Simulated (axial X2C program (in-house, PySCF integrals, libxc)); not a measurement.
# SeN: from the state search to constants, part 2 of 2

Computed with an in-house X2C program for linear molecules on PySCF integrals; all-electron X2C, Se dyall-cv3z, N dyall-av3z. Earlier steps stand in the parts before.

### 9 PBE0, 2c

State followed: Ω = 1/2 (excess of +ω over −ω: ω = 1/2). The scan is laid around 1.645 Å, a first estimate of the minimum, and this SCF restarts from the orbitals of the search.

The SCF at the reference distance of 1.645 Å:

```text
two-component X2C + atomic mean field  PBE0
basis functions 159  fitting functions 879  grid points 5074
iter        total energy     max residual
   1      -2481.183038063     2.56e+00
   2      -2483.476652367     4.84e-02
   3      -2483.338788608     1.27e-01
   4      -2483.492061689     3.61e-02
   5      -2483.502510076     4.27e-03
   6      -2483.502703342     4.68e-04
   7      -2483.502707613     1.93e-04
   8      -2483.502708111     6.09e-05
   9      -2483.502708353     6.18e-05
  10      -2483.502708569     2.68e-05
  11      -2483.502708583     2.58e-06
  12      -2483.502708584     7.37e-07
converged
one-electron -3603.54313888  Coulomb 1139.45035360  exact exchange -23.32445582  xc functional -71.74935202  nuclear repulsion 76.56180924  atomic mean-field constant -0.89792470
```

Along the bond, energies from the lowest point:

| R (Å) | E (eV) | μ (D) | HOMO (eV) | LUMO (eV) | iterations |
| --- | --- | --- | --- | --- | --- |
| 1.431 | 1.4569 | -2.33 | -5.53 | -3.06 | 13 |
| 1.497 | 0.5896 | -2.32 | -5.81 | -3.32 | 13 |
| 1.546 | 0.2254 | -2.29 | -6.02 | -3.52 | 13 |
| 1.596 | 0.0432 | -2.25 | -6.22 | -3.72 | 13 |
| 1.645 | 0.0000 | -2.19 | -6.41 | -3.92 | 12 |
| 1.703 | 0.0776 | -2.09 | -6.61 | -4.15 | 13 |
| 1.760 | 0.2475 | -1.96 | -6.78 | -4.34 | 13 |
| 1.834 | 0.5390 | -1.78 | -6.94 | -4.51 | 13 |
| 1.925 | 0.9372 | -1.57 | -7.06 | -4.62 | 13 |
| 2.056 | 1.5193 | -1.29 | -7.15 | -4.66 | 13 |

Dipoles are positive if N is the positive end.

Outer spinors at the reference distance:

| ω | occupied | ε (eV) | atomic character | λ mixture |
| --- | --- | --- | --- | --- |
| -1/2 | yes | -25.28 | 50% N s, 26% Se s, 10% N p | 100% σ |
| 1/2 | yes | -24.45 | 44% N s, 31% Se s, 12% N p | 100% σ |
| -1/2 | yes | -17.41 | 40% Se s, 23% N s, 16% Se p | 100% σ |
| 1/2 | yes | -16.52 | 35% Se s, 26% N s, 20% Se p | 100% σ |
| 1/2 | yes | -10.97 | 59% N p, 36% Se p, 3% N d | 99% π, 1% σ |
| -1/2 | yes | -10.44 | 55% N p, 28% Se p, 12% N s | 99% σ, 1% π |
| -3/2 | yes | -10.16 | 56% N p, 38% Se p, 3% N d | 100% π |
| 1/2 | yes | -9.91 | 55% N p, 26% Se p, 14% N s | 99% σ, 1% π |
| -1/2 | yes | -9.53 | 53% Se p, 38% N p, 5% N d | 99% π, 1% σ |
| 3/2 | yes | -9.38 | 51% Se p, 41% N p, 5% N d | 100% π |
| 1/2 | yes | -6.41 | 47% Se p, 34% N p, 8% Se d | 100% π |
| -3/2 | no | -3.92 | 44% Se p, 36% N p, 10% Se d | 100% π |
| -1/2 | no | -2.91 | 51% N p, 28% Se p, 12% Se d | 100% π |
| 3/2 | no | -2.84 | 49% N p, 31% Se p, 12% Se d | 100% π |
| -1/2 | no | 0.36 | 32% Se p, 28% N s, 24% Se d | 100% σ |

PBE0 fields in the half plane through the axis: z from -2.4 to 3.9 Å across, distance from the axis 0.15 to 2.25 Å upwards; Se lies at z = 0 and N at z = 1.645 Å; the ELF is damped to zero where the density is low.

log10 density (e/bohr³). Ten even steps from '0' (-5.20 ) to '9' (1.42 ):
```
0112223333322222211000
1122333333333332221110
1223344444444433332210
1233445555544444433211
2234455565555555443321
2334556666666666544321
2334566787666776654322
2344567898767887654332
```

ELF. Ten even steps from '0' (0.00 ) to '9' (0.93 ):
```
0000001211000000000000
0000134443100000000000
0001356765311111100000
0002578887532344421000
0014689887644677753100
0024788534567889975200
0025783252278789986300
0025872828178119997410
```

Re = 1.638 Å, ωe = 1002 cm⁻¹, ωexe = 9.13 cm⁻¹, Be = 0.5271 cm⁻¹, De = 3.67 eV, μ = -2.20 D.

### 10 HF, 2c

The SCF at the reference distance of 1.645 Å:

```text
two-component X2C + atomic mean field  HF
basis functions 159  fitting functions 879  grid points 5074
iter        total energy     max residual
   1      -2481.726724017     1.80e-01
   2      -2481.751052028     1.30e-02
   3      -2481.754145729     1.53e-02
   4      -2481.756136378     1.18e-02
   5      -2481.758499942     1.11e-02
   6      -2481.760815228     1.20e-02
   7      -2481.762316338     1.20e-02
   8      -2481.771985619     2.59e-03
   9      -2481.772035275     1.26e-03
  10      -2481.772078923     4.12e-04
  11      -2481.772074531     5.57e-04
  12      -2481.772084698     1.81e-04
  13      -2481.772085833     6.92e-05
  14      -2481.772086027     3.42e-05
  15      -2481.772086043     1.86e-05
  16      -2481.772086055     9.27e-06
  17      -2481.772086058     3.43e-06
  18      -2481.772086058     9.85e-07
converged
one-electron -3603.51074908  Coulomb 1139.56358465  exact exchange -93.48880617  xc functional 0.00000000  nuclear repulsion 76.56180924  atomic mean-field constant -0.89792470
```

Re = 1.736 Å, ωe = 691 cm⁻¹, Be = 0.4695 cm⁻¹, De = 0.408 eV, μ = -1.44 D.

### 11 r2SCAN, 2c

The SCF at the reference distance of 1.645 Å:

```text
two-component X2C + atomic mean field  r2SCAN
basis functions 159  fitting functions 879  grid points 5074
iter        total energy     max residual
   1      -2483.800675784     6.58e-02
   2      -2483.802337124     2.17e-03
   3      -2483.802105104     6.34e-03
   4      -2483.802123089     5.67e-03
   5      -2483.802378189     1.37e-04
   6      -2483.802378396     6.00e-05
   7      -2483.802378443     3.02e-05
   8      -2483.802378451     1.17e-05
   9      -2483.802378453     2.34e-06
converged
one-electron -3603.59986597  Coulomb 1139.51707781  exact exchange 0.00000000  xc functional -95.38347483  nuclear repulsion 76.56180924  atomic mean-field constant -0.89792470
```

Re = 1.649 Å, ωe = 972 cm⁻¹, ωexe = 6.59 cm⁻¹, Be = 0.5201 cm⁻¹, De = 3.70 eV, μ = -2.12 D.

### 12 Correlated methods, 2c

Correlated methods: 11 electrons correlated (frozen shells, counted by type: Se 3 s, 2 p, 1 d; N 1 s), 213 virtual spinors in MP2, 90 natural virtuals in coupled cluster.

Output of the correlated part at 1.645 Å:

```text
correlated 11  virtual 213  natural virtual 90  E(MP2) -0.290487959  MP2 remainder -0.010986790
iter   CCSD correlation   residual
   1     -0.294431482   1.45e-01
   2     -0.306242458   8.50e-02
   3     -0.315478367   6.10e-02
   4     -0.322903877   3.95e-02
   5     -0.324775973   1.50e-02
   6     -0.325220598   7.11e-03
   7     -0.325527563   3.38e-03
   8     -0.325426120   1.48e-03
   9     -0.325451524   6.64e-04
  10     -0.325449324   3.27e-04
  11     -0.325449706   1.66e-04
  12     -0.325451601   6.71e-05
  13     -0.325450566   2.80e-05
  14     -0.325451229   1.24e-05
  15     -0.325451502   5.54e-06
  16     -0.325451732   2.77e-06
  17     -0.325451851   1.35e-06
  18     -0.325451896   6.88e-07
  19     -0.325451915   3.81e-07
(T) -0.018500676  T1 0.1152  D1 0.2519  max T2 0.133
```

MP2: No constants are quoted: the reference is strongly spin-contaminated.

CCSD: Re = 1.642 Å, ωe = 985 cm⁻¹, ωexe = 7.76 cm⁻¹, Be = 0.525 cm⁻¹, De = 2.97 eV. T1 at Re = 0.081 (Lee–Taylor, the printed value over √2).

CCSD(T): Re = 1.642 Å, ωe = 1010 cm⁻¹, Be = 0.5245 cm⁻¹, De = 3.30 eV. T1 at Re = 0.081 (Lee–Taylor, the printed value over √2).

### 13 A higher determinant, 2c

State: Ω = 3/2 (excess of +ω over −ω: ω = 3/2).

Output at the reference distance:

```text
two-component X2C + atomic mean field  PBE0
basis functions 159  fitting functions 879  grid points 5074
iter        total energy     max residual
   1      -2481.177952212     2.56e+00
   2      -2483.471091838     4.91e-02
   3      -2483.325046428     1.30e-01
   4      -2483.486616482     3.65e-02
   5      -2483.497488514     4.55e-03
   6      -2483.497708162     4.94e-04
   7      -2483.497712529     2.12e-04
   8      -2483.497713096     6.58e-05
   9      -2483.497713331     5.91e-05
  10      -2483.497713565     4.06e-05
  11      -2483.497713607     7.80e-06
  12      -2483.497713609     5.60e-07
  13      -2483.497713609     5.39e-07
converged
one-electron -3603.47845486  Coulomb 1139.38518449  exact exchange -23.32264146  xc functional -71.74568632  nuclear repulsion 76.56180924  atomic mean-field constant -0.89792470
```

| R (Å) | E above the lowest PBE0 point (eV) |
| --- | --- |
| 1.431 | 1.571 |
| 1.497 | 0.709 |
| 1.546 | 0.350 |
| 1.596 | 0.173 |
| 1.645 | 0.136 |
| 1.703 | 0.224 |
| 1.760 | 0.410 |
| 1.834 | 0.724 |
| 1.925 | 1.142 |

Re = 1.635 Å, ωe = 1025 cm⁻¹, ωexe = 8.28 cm⁻¹, Be = 0.5292 cm⁻¹, μ = -2.15 D. Te = 0.13 eV. As a difference of two determinants it need not be a gap between pure terms.

### 14 The 2c curves together

Energy (eV) of the followed determinant, 2c, from each level's lowest point:

| R (Å) | PBE0 | HF | MP2 (spin-contaminated) | CCSD | CCSD(T) | r2SCAN |
| --- | --- | --- | --- | --- | --- | --- |
| 1.431 | 1.457 | 1.876 | 0.818 | n/a | n/a | 1.548 |
| 1.497 | 0.590 | 0.981 | 0.239 | 0.607 | 0.630 | 0.655 |
| 1.546 | 0.225 | 0.550 | 0.060 | 0.236 | 0.248 | 0.270 |
| 1.596 | 0.043 | 0.267 | 0.000 | 0.048 | 0.052 | 0.066 |
| 1.645 | 0.000 | 0.098 | 0.018 | 0.000 | 0.000 | 0.000 |
| 1.703 | 0.078 | 0.006 | 0.105 | 0.069 | 0.071 | 0.052 |
| 1.760 | 0.248 | 0.000 | 0.241 | 0.230 | 0.244 | 0.203 |
| 1.834 | 0.539 | 0.077 | 0.467 | 0.503 | 0.541 | 0.484 |
| 1.925 | 0.937 | 0.241 | 0.814 | n/a | n/a | 0.890 |
| 2.056 | 1.519 | 0.470 | 1.434 | n/a | n/a | 1.495 |

Time for the job: 5 min (1 thread of Arm Neoverse V1, shared host); peak memory 0.65 GiB.

### 15 Constants

This closing draws on all 2 parts.

Lowest determinant that the search found at its distance, spin-free: M_S = 1/2, Λ = 1 (beyond closed shells: π+α).

Lowest determinant that the search found at its distance, 2c: Ω = 1/2 (excess of +ω over −ω: ω = 1/2).

| Hamiltonian | level | Re (Å) | ωe (cm⁻¹) | De (eV) | μ (D) |
| --- | --- | --- | --- | --- | --- |
| spin-free | PBE0 | 1.636 | 1016 | 3.66 | -2.17 |
| spin-free | r2SCAN | 1.647 | 980 | 3.64 | -2.10 |
| 2c | PBE0 | 1.638 | 1002 | 3.67 | -2.20 |
| 2c | HF | 1.736 | 691 | 0.408 | -1.44 |
| 2c | CCSD | 1.642 | 985 | 2.97 | n/a |
| 2c | CCSD(T) | 1.642 | 1010 | 3.30 | n/a |
| 2c | r2SCAN | 1.649 | 972 | 3.70 | -2.12 |

Dipoles are positive if N is the positive end. No constants: spin-free HF (the dipole of the solution doesn't run smoothly along the scan, a sign that its character may change, so the fit is set aside); spin-free MP2 (the dipole of the HF reference doesn't run smoothly along the scan, a sign that its character may change, so the fit is set aside); spin-free CCSD (the dipole of the HF reference doesn't run smoothly along the scan, a sign that its character may change, so the fit is set aside); spin-free CCSD(T) (the dipole of the HF reference doesn't run smoothly along the scan, a sign that its character may change, so the fit is set aside); 2c MP2 (the reference is strongly spin-contaminated).

Time per point (s) on 1 thread of Arm Neoverse V1, shared host (2c runs; CCSD comes with the CCSD(T) run); the times are rough: PBE0 0.6, HF 0.41, CCSD(T) 17, r2SCAN 0.64.

At PBE0, going from spin-free to two-component changes Re by +2 mÅ, ωe by -1.3 %, which is small (part of it comes from the scalar share of the two-electron terms). De moves by +0.01 eV; both De rest on single-determinant atoms, which can miss part of an open shell's spin–orbit lowering.

De refers to Se + N, each in the lowest determinant found, which need not be this curve's own limit. The state is a single determinant with fixed occupations, the lowest that a limited PBE0 search found. Dissociation energies refer to the lowest single-determinant-based atoms at the same level and basis. Density functionals use the spin component along the axis (collinear). Coupled cluster ran in a truncated set of natural virtual spinors; the MP2 energy of the rest was added. The meta-GGAs lack a current-density term, which matters for open shells with orbital currents, atoms included. The spin-free determinant is spin-contaminated at some levels. T1 at Re is 0.081 (Lee–Taylor), above the customary mark of 0.02.
